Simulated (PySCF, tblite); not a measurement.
**C10H9F: geometry, infrared bands and NMR shifts**

What infrared bands and NMR shifts should C10H9F (`CC#Cc1cccc(C)c1F`) show?

The runs use tblite 0.8.0 and PySCF 2.14.0, with density-fitted response routines of our own; the level of theory stands in each step. All values are computed, except where a source is named. Atoms count from 0, in the outputs and in this text.

## 1. The molecule as given

20 atoms, charge 0, multiplicity 1; geometry from: force field or distance geometry start.

Bonds of the start (Å): C0–C1 1.47, C1–C2 1.19, C2–C3 1.44, C3–C4 1.41, C4–C5 1.40, C5–C6 1.40, C6–C7 1.40, C7–C8 1.49, C7–C9 1.39, C9–F10 1.34, C9–C3 1.39, C0–H11 1.09, C0–H12 1.08, C0–H13 1.10, C4–H14 1.08, C5–H15 1.09, C6–H16 1.09, C8–H17 1.10, C8–H18 1.10, C8–H19 1.09.

## 2. Optimising the geometry with GFN2-xTB

Job settings and geometry (Å):

```
{"job": {"kind": "relax", "xc": "GFN2-xTB", "basis": "xTB"}, "charge": 0, "multiplicity": 1}
C      4.359600     0.599500    -0.229700
C      2.928000     0.254000    -0.192200
C      1.775200    -0.037200    -0.141100
C      0.375800    -0.365400    -0.107600
C     -0.010100    -1.716700    -0.049300
C     -1.368700    -2.052900    -0.021700
C     -2.337100    -1.047800    -0.023700
C     -1.958800     0.303500    -0.045400
C     -2.992400     1.381000    -0.077200
C     -0.607800     0.621300    -0.094900
F     -0.248200     1.914500    -0.150400
H      4.928300    -0.034500     0.449600
H      4.745700     0.477000    -1.229400
H      4.506900     1.643700     0.065300
H      0.737900    -2.493600    -0.054500
H     -1.663600    -3.096900     0.020800
H     -3.387800    -1.328000     0.006800
H     -3.972600     1.008800     0.259200
H     -2.713500     2.208200     0.594200
H     -3.102000     1.772100    -1.090200
```

Started as:

```
$ OMP_NUM_THREADS=1 python probes_run.py task.json out
```

One launch serves the whole session: the jobs run in the order shown.

**Question.** This job is followed by: GFN2-xTB harmonic vibrations, gas phase; GIAO PBE0/pcSseg-1 NMR shielding, non-relativistic, gas phase. Predict these results of the whole session: strongest single infrared mode (GFN2-xTB); zero-point energy (GFN2-xTB); ¹³C shifts against TMS (PBE0/pcSseg-1); ¹H shifts against TMS (PBE0/pcSseg-1, means over atoms taken as alike); ¹⁹F shifts against CFCl3 (PBE0/pcSseg-1).

The runs gave:

| quantity | value |
| --- | --- |
| strongest single infrared mode (GFN2-xTB) | 2377 cm⁻¹, 106 km/mol |
| zero-point energy (GFN2-xTB) | 96.0 kcal/mol |
| ¹³C shifts against TMS (PBE0/pcSseg-1) | 172.7, 138.4, 135.3, 131.3, 128.6, 117.2, 101.9, 80.9, 17.9, 6.0 ppm |
| ¹H shifts against TMS (PBE0/pcSseg-1, means over atoms taken as alike) | 7.55, 7.35, 7.23, 2.46, 2.32 ppm |
| ¹⁹F shifts against CFCl3 (PBE0/pcSseg-1) | -118.4 ppm |

Over 27 steps the energy fell by 0.082 eV; of the close pairs, C0–C1 changed most, 1.473 to 1.444 Å. No mode is imaginary among the 54: a minimum at this level. The strongest single mode, at 2377 cm⁻¹, moves mainly C1 and C2. GFN2-xTB is a fitted tight-binding method: band positions and strengths are rough. Its intensities can rank the bands wrongly. At PBE0/pcSseg-1: The widest tensor belongs to C2: span 264 ppm, with a paramagnetic part of -139 ppm. NICS(1)zz of -26 ppm above the planar ring from C3 marks a diatropic (aromatic) ring current.
